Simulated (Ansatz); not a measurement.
# Tl3TeBr: the cost of one run

Computed with Ansatz 0.2.0 (DFT PBEsol, scalar-relativistic, plane waves, PAW, unless a step's input says otherwise).

1 further run of the same task is left out (it didn't finish).

## Step 1: Starting point

It takes space group Pm-3m (No. 221, cubic). Conventional cell: a = 6.920 Å, b = 6.920 Å, c = 6.920 Å, α = 90.00°, β = 90.00°, γ = 90.00°. Br (site symmetry m-3m) has 6 Tl at 3.46 Å as nearest neighbours. Around Tl (site symmetry 4/mmm) lie 2 Br at 3.46 Å.

As a file:

```xyz
5
Lattice="6.9200 0.0000 0.0000 0.0000 6.9200 0.0000 0.0000 0.0000 6.9200" Properties=species:S:1:pos:R:3 pbc="T T T"
Te    0.0000    0.0000    0.0000
Br    3.4600    3.4600    3.4600
Tl    3.4600    3.4600    0.0000
Tl    3.4600    0.0000    3.4600
Tl    0.0000    3.4600    3.4600
```

This is a trial structure built by rule; it need not be a known or stable form of this composition.

This is a trial structure, the antiperovskite prototype, and another one may lie lower.

## Step 2: Coarse point 1 of the search for the rest volume

input.yaml reads:

```yaml
crystal:
  lattice:
    - [6.92, 0.0, 0.0]
    - [0.0, 6.92, 0.0]
    - [0.0, 0.0, 6.92]
  atoms:
    - { symbol: Te, position: [0.0, 0.0, 0.0] }
    - { symbol: Br, position: [0.5, 0.5, 0.5] }
    - { symbol: Tl, position: [0.5, 0.5, 0.0] }
    - { symbol: Tl, position: [0.5, 0.0, 0.5] }
    - { symbol: Tl, position: [0.0, 0.5, 0.5] }
basis:
  ecutwfc: 420
kpoints:
  mp_grid: { grid: [4, 4, 4] }
hamiltonian:
  xc: pbesol
scf:
  occupations: { method: gaussian, width: 0.05 }
output:
  forces: true
  stress: true
  eigenvalues: true
```

Command:

```console
$ ansatz run input.yaml --threads 1 --pin off --max-ram 1228MiB --backend cpu --events-out ev --progress --plain --runs-dir out
```

What time and memory should one allow on 1 thread of an Arm CPU, shared host?

About 14 s, with a peak of 0.57 GiB.
